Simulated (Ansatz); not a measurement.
# Na4Be3: the cost of one run

Computed with Ansatz 0.2.0 (DFT PBE, scalar-relativistic, plane waves, PAW, unless a step's input says otherwise).

**1. The starting structure**

It takes space group P-43m (No. 215, cubic). The conventional cell has a = 4.808 Å, b = 4.808 Å, c = 4.808 Å, α = 90.00°, β = 90.00°, γ = 90.00°. Na (site symmetry 3m) has 3 Be at 2.16 Å as nearest neighbours. Be (site symmetry -42m) has 4 Na at 2.16 Å as nearest neighbours.

Structure file:

```
Na Be
1.0
     4.80836    0.00000    0.00000
     0.00000    4.80836    0.00000
     0.00000    0.00000    4.80836
Na Be
4 3
Cartesian
  3.4802 1.3282 1.3282
  1.3282 3.4802 1.3282
  1.3282 1.3282 3.4802
  3.4802 3.4802 3.4802
  0.0000 0.0000 2.4042
  2.4042 0.0000 0.0000
  0.0000 2.4042 0.0000
```

The cell is invented: species swapped into a database cell of Si3As4 (P-43m, No. 215), with Be on the Si sites and Na on the As sites. Its size is a rough estimate.

**2. The guess as it stands, on a coarse mesh**

Input file input.yaml:

```yaml
crystal:
  lattice:
    - [4.80835526, 0.0, 0.0]
    - [0.0, 4.80835526, 0.0]
    - [0.0, 0.0, 4.80835526]
  atoms:
    - { symbol: Na, position: [0.72377767, 0.27622233, 0.27622233] }
    - { symbol: Na, position: [0.27622233, 0.72377767, 0.27622233] }
    - { symbol: Na, position: [0.27622233, 0.27622233, 0.72377767] }
    - { symbol: Na, position: [0.72377767, 0.72377767, 0.72377767] }
    - { symbol: Be, position: [0.0, 0.0, 0.5] }
    - { symbol: Be, position: [0.5, 0.0, 0.0] }
    - { symbol: Be, position: [0.0, 0.5, 0.0] }
basis:
  ecutwfc: 420
kpoints:
  mp_grid: { grid: [4, 4, 4] }
hamiltonian:
  xc: pbe
scf:
  occupations: { method: gaussian, width: 0.1 }
  lower_state_search: "off"
output:
  forces: true
  stress: true
  eigenvalues: true
```

Started as:

```sh
$ ansatz run input.yaml --threads 1 --pin off --max-ram 2048MiB --backend cpu --events-out ev --progress --plain --runs-dir out
```

**Question.** How long does this run take on 1 thread of Arm Neoverse V1, shared host, and how much memory does it need?

About 2.9 s, with a peak of 0.29 GiB.
